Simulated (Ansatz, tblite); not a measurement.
# (BeO)4 ring (Be4O4): rung by rung

Aim: run the singlet of (BeO)4 ring (Be4O4) at one geometry on many levels, and compare frontier levels, spin and run time.

Program: Ansatz 0.2.0, Gaussian basis. Level of theory: as each input shows. These are calculated values, not measurements.

Plan: GFN1-xTB, GFN2-xTB, PBE-D4/def2-TZVP, r2SCAN-D4/def2-TZVP, BLYP-D4/def2-TZVP, ωB97M-V/def2-TZVP, r2SCAN0-D4/def2-TZVP, PBE-D4/def2-SVP, PBE0-D4/def2-SVP, CCSD(T)/def2-SVP, MP2/def2-TZVP.

2 further runs of the same task are left out: 2 set aside as unsound or not needed.

### 1 The relaxed structure

The geometry is that of the singlet, from an earlier relaxation (B3LYP-D4/def2-SVP).

8 atoms, charge 0, spin multiplicity 1.

Bond lengths: Be1–O5 1.446 Å, Be1–O8 1.446 Å, Be2–O5 1.446 Å, Be2–O6 1.446 Å, Be3–O6 1.446 Å, Be3–O7 1.446 Å, Be4–O7 1.446 Å, Be4–O8 1.446 Å. Angles: O5–Be1–O8 155.9°, O5–Be2–O6 155.9°, O6–Be3–O7 155.9°, O7–Be4–O8 155.9°, Be1–O5–Be2 114.1°, Be2–O6–Be3 114.1°, Be3–O7–Be4 114.1°, Be1–O8–Be4 114.1°.

PBE0-D4/def2-TZVP was run before; its log isn't repeated, and its numbers join the tables.

### 2 GFN1-xTB

Tight binding, by tblite at 300 K electronic temperature and without a spin-polarisation term:

```python
tblite.interface.Calculator('GFN1-xTB', numbers, positions, charge=0, uhf=0).singlepoint()
```

Energy -602.3998 eV, HOMO -11.32 eV, LUMO -6.69 eV; 0.006 s.

### 3 GFN2-xTB

Tight binding, by tblite at 300 K electronic temperature and without a spin-polarisation term:

```python
tblite.interface.Calculator('GFN2-xTB', numbers, positions, charge=0, uhf=0).singlepoint()
```

Energy -526.3730 eV, HOMO -11.66 eV, LUMO -6.41 eV; 0.007 s.

### 4 PBE-D4/def2-TZVP

start.molden holds the orbitals of an earlier run on this state, given as this run's starting guess.

File in.yaml:

```yaml
crystal:
  periodic: [false, false, false]
  atoms:
    - {symbol: Be, position_ang: [0.995988, -0.948674, 1.024663]}
    - {symbol: Be, position_ang: [-1.381471, -0.852614, 0.553637]}
    - {symbol: Be, position_ang: [-0.995992, 0.948681, -1.024660]}
    - {symbol: Be, position_ang: [1.381483, 0.852617, -0.553650]}
    - {symbol: O, position_ang: [-0.317752, -1.484612, 1.301033]}
    - {symbol: O, position_ang: [-1.959506, 0.079080, -0.388330]}
    - {symbol: O, position_ang: [0.317713, 1.484814, -1.300805]}
    - {symbol: O, position_ang: [1.959536, -0.079282, 0.388103]}
basis:
  gaussian: {orbitals: def2-TZVP, initial_orbitals: start.molden}
hamiltonian: {xc: pbe, dispersion: d4}
scf: {omitted_lower_state_checks: [starts]}
output: {forces: true, orbitals: {seedname: orbitals}}
```

On the command line:

```sh
ansatz run in.yaml --threads 2 --pin off --events-out ev --progress --plain --max-ram 4352MiB
```

The runs that follow: r2SCAN-D4/def2-TZVP; BLYP-D4/def2-TZVP; ωB97M-V/def2-TZVP; r2SCAN0-D4/def2-TZVP; PBE-D4/def2-SVP; PBE0-D4/def2-SVP; CCSD(T)/def2-SVP; MP2/def2-TZVP.

Before running them: what should the planned runs give, taken together? Wanted: gap in def2-TZVP, named functionals, smallest and largest; correlation energy, CCSD(T)/def2-SVP; correlation energy, MP2/def2-TZVP; binding an atom, CCSD(T)/def2-SVP; PBE0 total energy, smallest basis above largest.

As calculated:

```
                                                 quantity                                  value
gap in def2-TZVP, named functionals, smallest and largest  4.91 eV (BLYP-D4), 10.77 eV (ωB97M-V)
                     correlation energy, CCSD(T)/def2-SVP                              -23.63 eV
                        correlation energy, MP2/def2-TZVP                              -32.70 eV
                        binding an atom, CCSD(T)/def2-SVP                               4.366 eV
          PBE0 total energy, smallest basis above largest         12.14 eV (def2-SVP, def2-TZVP)
```

Orbital gaps of the named functionals in def2-TZVP span 4.91 eV (BLYP-D4) to 10.77 eV (ωB97M-V); exact exchange widens it. The functionals in def2-TZVP miss CCSD(T)/def2-SVP by +0.559 (r2SCAN0-D4) to +0.776 eV (PBE-D4) an atom. The yardstick is in a double-zeta basis, so levels in larger sets aren't compared like for like. CCSD(T)/def2-SVP isn't at the basis-set limit; small misses against it rank nothing.
